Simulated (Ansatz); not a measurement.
# MgH: the cost of one run

Program: Ansatz 0.2.0. Level of theory: DFT PBE, scalar-relativistic, plane waves, PAW. These are calculated values, not measurements.

### 1 The structure to begin with

The structure is tetragonal, space group P4_2/mmc (No. 131). Conventional cell: a = 3.914 Å, b = 3.914 Å, c = 5.536 Å, α = 90.00°, β = 90.00°, γ = 90.00°. Mg (site symmetry mmm) has 4 H at 2.40 Å as nearest neighbours. H (site symmetry -4m2) is surrounded by 4 Mg at 2.40 Å.

Structure file:

```cif
data_structure
_symmetry_space_group_name_H-M 'P 1'
_symmetry_Int_Tables_number 1
_cell_length_a 3.9143
_cell_length_b 3.9143
_cell_length_c 5.5356
_cell_angle_alpha 90.000
_cell_angle_beta 90.000
_cell_angle_gamma 90.000
_cell_volume 84.81
loop_
_atom_site_label
_atom_site_type_symbol
_atom_site_fract_x
_atom_site_fract_y
_atom_site_fract_z
_atom_site_occupancy
Mg1 Mg 0.00000 0.50000 0.00000 1
Mg2 Mg 0.50000 0.00000 0.50000 1
H1 H 0.50000 0.50000 0.25000 1
H2 H 0.50000 0.50000 0.75000 1
```

Recipe of the guess: ordered vacancies on the anion sites of fluorite (P4_2/mmc, No. 131). Lengths come from tabulated atomic sizes and are only a guess.

### 2 Probe: one point on a coarse mesh

input.yaml reads:

```yaml
crystal:
  lattice:
    - [3.91428461, 0.0, 0.0]
    - [0.0, 3.91428461, 0.0]
    - [0.0, 0.0, 5.53563438]
  atoms:
    - { symbol: Mg, position: [0.0, 0.5, 0.0] }
    - { symbol: Mg, position: [0.5, 0.0, 0.5] }
    - { symbol: H, position: [0.5, 0.5, 0.25] }
    - { symbol: H, position: [0.5, 0.5, 0.75] }
basis:
  ecutwfc: 420
kpoints:
  mp_grid: { grid: [4, 4, 4] }
hamiltonian:
  xc: pbe
scf:
  occupations: { method: gaussian, width: 0.1 }
  lower_state_search: "off"
output:
  forces: true
  stress: true
  eigenvalues: true
```

The run is started by

```
ansatz run input.yaml --threads 1 --pin off --max-ram 2048MiB --backend cpu --events-out ev --progress --plain --runs-dir out
```

What time and memory should one allow on 1 thread of Arm Neoverse V1, shared host?

About 1.3 s, with a peak of 0.28 GiB.
